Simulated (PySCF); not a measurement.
**RuCl3: structure of the sextet**

The task is one start of a wider search on RuCl3: the sextet, from a trigonal planar start. It is relaxed, tested by its Hessian and followed downhill if it is a saddle.

The runs use PySCF 2.14.0; PBE0, basis Ru def2-TZVP with ECP28, Cl def2-TZVP, scalar-relativistic core potentials, no spin–orbit coupling, density fitting.

### Step 1. Starting geometry

4 atoms, charge 0, spin multiplicity 6.

Bond lengths: Ru1–Cl2 2.240 Å, Ru1–Cl3 2.240 Å, Ru1–Cl4 2.240 Å. Angles: Cl2–Ru1–Cl3 120.0°, Cl2–Ru1–Cl4 120.0°, Cl3–Ru1–Cl4 120.0°.

Z-matrix (Å, degrees; charge 0 multiplicity 6):
```
Ru
Cl 1 2.2400
Cl 1 2.2400 2 120.00
Cl 1 2.2400 2 120.00 3 180.00
```

### Step 2. The SCF at the typed geometry

The steps below are one call of a driver around PySCF. For each, scf.py gives the equivalent set-up of the SCF; relaxations use the driver's own optimiser. After this first run the driver tries any further starts and a stability analysis.

scf.py

```python
from pyscf import gto, scf, dft
mol = gto.M(atom='''
Ru     0.000000     0.000000     0.000000
Cl     2.240000     0.000000     0.000000
Cl    -1.120000     1.939900     0.000000
Cl    -1.120000    -1.939900     0.000000''',
    basis={'Ru': 'def2-TZVP', 'Cl': 'def2-TZVP'},
    ecp={'Ru': 'def2-TZVP'},
    charge=0, spin=5)
mf = dft.UKS(mol, xc='PBE0')
mf.grids.atom_grid = (50, 194)
aux = {'Ru': 'def2-universal-JKFIT', 'Cl': 'def2-universal-JKFIT'}
mf = mf.density_fit(auxbasis=aux)
mf.conv_tol = 1e-08
mf.diis_space = 10
mf.max_cycle = 60
mf.init_guess = 'minao'
mf.verbose = 4
mf.kernel()
```

Command:

```console
> OMP_NUM_THREADS=4 python axn.py task.json out
```

Log:

```text
init E= -1467.28886303453
[... the frontier-level lines of each cycle are left out ...]
cycle= 1 E= -1474.2782314346  delta_E= -6.99  |g|= 1.39  |ddm|= 3.01
cycle= 2 E= -1466.15903461876  delta_E= 8.12  |g|= 3.16  |ddm|= 6.18
cycle= 3 E= -1474.76999773792  delta_E= -8.61  |g|= 0.841  |ddm|= 6.14
cycle= 4 E= -1475.11543109851  delta_E= -0.345  |g|= 0.262  |ddm|= 0.611
cycle= 5 E= -1475.14368503128  delta_E= -0.0283  |g|= 0.111  |ddm|= 0.278
cycle= 6 E= -1475.14765542966  delta_E= -0.00397  |g|= 0.0717  |ddm|= 0.0923
cycle= 7 E= -1475.1491495198  delta_E= -0.00149  |g|= 0.0489  |ddm|= 0.0472
cycle= 8 E= -1475.15027162032  delta_E= -0.00112  |g|= 0.0149  |ddm|= 0.0427
cycle= 9 E= -1475.15038333236  delta_E= -0.000112  |g|= 0.00394  |ddm|= 0.0115
cycle= 10 E= -1475.15039032633  delta_E= -6.99e-06  |g|= 0.000794  |ddm|= 0.00317
cycle= 11 E= -1475.15039059012  delta_E= -2.64e-07  |g|= 0.000268  |ddm|= 0.000725
cycle= 12 E= -1475.15039062547  delta_E= -3.53e-08  |g|= 7e-05  |ddm|= 0.000213
cycle= 13 E= -1475.15039063028  delta_E= -4.8e-09  |g|= 2.9e-05  |ddm|= 0.000111
Extra cycle  E= -1475.15039062858  delta_E= 1.7e-09  |g|= 7.23e-05  |ddm|= 6.87e-05
converged SCF energy = -1475.15039062858  <S^2> = 8.7608784  2S+1 = 6.003625
```

This step, with its further starts and checks, took 28 s on 4 threads of Arm Neoverse V1, shared host.

The starts that the driver tried:

| start | energy (Eh) |
| --- | --- |
| the minimal-basis guess | -1475.150391 |
| a thermally smeared density | -1475.150391 |
| a smeared PBE density | -1475.150391 |

The test of internal stability and the other starts found no lower solution of this spin.

### Step 3. Relaxation: trigonal planar start, sextet

The program finds D3h symmetry in the start, which this walk keeps. Threshold on the gradient: 0.0003 Eh/bohr, with a further test on the energy change.

Edit scf.py of step 2 so:

```diff
@@ -3,4 +3,4 @@
-Ru     0.000000     0.000000     0.000000
-Cl     2.240000     0.000000     0.000000
-Cl    -1.120000     1.939900     0.000000
-Cl    -1.120000    -1.939900     0.000000''',
+Ru    -0.000000     0.000000     0.000000
+Cl     2.240002    -0.000000     0.000000
+Cl    -1.120001     1.939898     0.000000
+Cl    -1.120001    -1.939898     0.000000''',
@@ -17 +16,0 @@
-mf.init_guess = 'minao'
```

The optimiser's trace:

| step | energy (Eh) | change (kJ/mol) | largest symmetric gradient (Eh/bohr) |
| --- | --- | --- | --- |
| 0 | -1475.150391 | 0.00 | 0.00497 |
| 1 | -1475.150584 | -0.51 | 0.00126 |
| 2 | -1475.150597 | -0.54 | 0.00004 |

The walk took 12 s.

After 2 steps and 0.5 kJ/mol it ends at D3h: Ru–Cl 2.255 Å (×3); Cl–Ru–Cl 120.0° (×3).

### Step 4. Frequencies

On the finer grid the gradient is checked again; gradients at displacements of ±0.02 bohr then give force constants and infrared intensities.

Edit scf.py of step 3 so:

```diff
@@ -4,3 +4,3 @@
-Cl     2.240002    -0.000000     0.000000
-Cl    -1.120001     1.939898     0.000000
-Cl    -1.120001    -1.939898     0.000000''',
+Cl     2.255103    -0.000000     0.000000
+Cl    -1.127551     1.952976     0.000000
+Cl    -1.127551    -1.952976     0.000000''',
@@ -11 +11 @@
-mf.grids.atom_grid = (50, 194)
+mf.grids.atom_grid = (75, 302)
@@ -14 +14 @@
-mf.conv_tol = 1e-08
+mf.conv_tol = 1e-10
```

The driver hands on the density of the step before, so the log starts near convergence.

Log of the central SCF (cycles and frontier levels):

```text
init E= -1475.15068637076
[... the frontier-level lines of each cycle are left out ...]
cycle= 1 E= -1475.15068637075  delta_E= 1.05e-11  |g|= 5.31e-06  |ddm|= 7.88e-06
Extra cycle  E= -1475.15068637072  delta_E= 2.64e-11  |g|= 8.49e-06  |ddm|= 1.25e-05
converged SCF energy = -1475.15068637072  <S^2> = 8.7608312  2S+1 = 6.0036093
```

The whole step took 58 s.

Geometry: D3h; Ru–Cl 2.255 Å (×3); Cl–Ru–Cl 120.0° (×3).

Harmonic modes (main isotopes):

| symmetry | ω (cm⁻¹) | IR (km/mol) | μ (u) | type |
| --- | --- | --- | --- | --- |
| a2'' | 49 | 12.0 | 52.44 | bend |
| e' | 71 | 2.6 | 39.43 | bend |
| a1' | 355 | 0.0 | 34.97 | stretch |
| e' | 391 | 177 | 44.84 | stretch |

All wavenumbers are real: a minimum.

Properties at this point:

- Dipole moment: 0.00 D
- Highest occupied level: -7.94 eV
- Lowest empty level: -5.23 eV
- Rotational constants: 0.0632, 0.0632, 0.0316 cm⁻¹
- Zero-point energy: 7.9 kJ/mol
- Principal polarisabilities: 44.3, 98.4, 98.4 bohr³
- Atomisation energy without zero-point energy: 956 kJ/mol
- Principal traceless quadrupole moments about the centre of mass: -3.88, -3.88, 7.75 D Å
- Entropy at 298.15 K and 1 bar (electronic part: spin only): 364.5 J/(mol K)
- Heat capacity Cp at 298.15 K: 77.0 J/(mol K)
- Enthalpy at 298.15 K above 0 K: 18.88 kJ/mol
- Rotational symmetry number: 6
- Spin squared ⟨S²⟩: 8.761

Charges (e) and bond orders:

```json
{"atom": "Ru1", "Mulliken": "1.00", "Löwdin": "-0.05", "polar tensor": "1.54", "spin (Mulliken)": "3.83", "Mayer order to Ru1": "–"}
{"atom": "Cl2,3,4", "Mulliken": "-0.33", "Löwdin": "0.02", "polar tensor": "-0.51", "spin (Mulliken)": "0.39", "Mayer order to Ru1": "1.08"}
```

Outer orbital energies (eV). α occupied: -10.49, -10.49, -10.36, -9.79, -9.32, -9.32, -7.94, -7.94; empty: -0.76, -0.59, 1.22, 1.22. β occupied: -11.41, -11.41, -10.12, -10.12, -9.90, -9.90, -9.59, -9.22; empty: -5.23, -5.08, -5.08, -3.89.

Mulliken populations on Ru1 (outside its core potential): s 2.39, p 6.41, d 6.19, f 0.01.

### Step 5. Results

| quantity | value |
| --- | --- |
| minimum | sextet, D3h |
| geometry | Ru–Cl 2.255 Å (×3); Cl–Ru–Cl 120.0° (×3) |
| wavenumbers (cm⁻¹) | 49 (a2''), 71 (e'), 355 (a1'), 391 (e') |
| dipole moment | 0.00 D |
| highest occupied, lowest empty level (either spin) | -7.94, -5.23 eV |
| polar-tensor charge of Ru1 | +1.54 e |
| zero-point energy | 7.9 kJ/mol |
| entropy at 298.15 K | 364.5 J/(mol K) |
| atomisation energy (no zero-point energy) | 956 kJ/mol |
| ⟨S²⟩ | 8.761 |

What this shows: The trigonal planar start keeps its D3h symmetry and ends in a minimum. In the infrared the band at 391 cm⁻¹ (e', stretch) leads. The dipole vanishes although Ru1 carries +1.5 e by the polar tensor: the bond dipoles cancel. Most of the spin sits on Ru1 (Mulliken spin 3.83, against 5 for the whole molecule). Only this shape and spin were tried, so other structures or states may lie lower. One determinant may miss the lowest occupation of an open d or f shell.

The search up to here took 99 s.
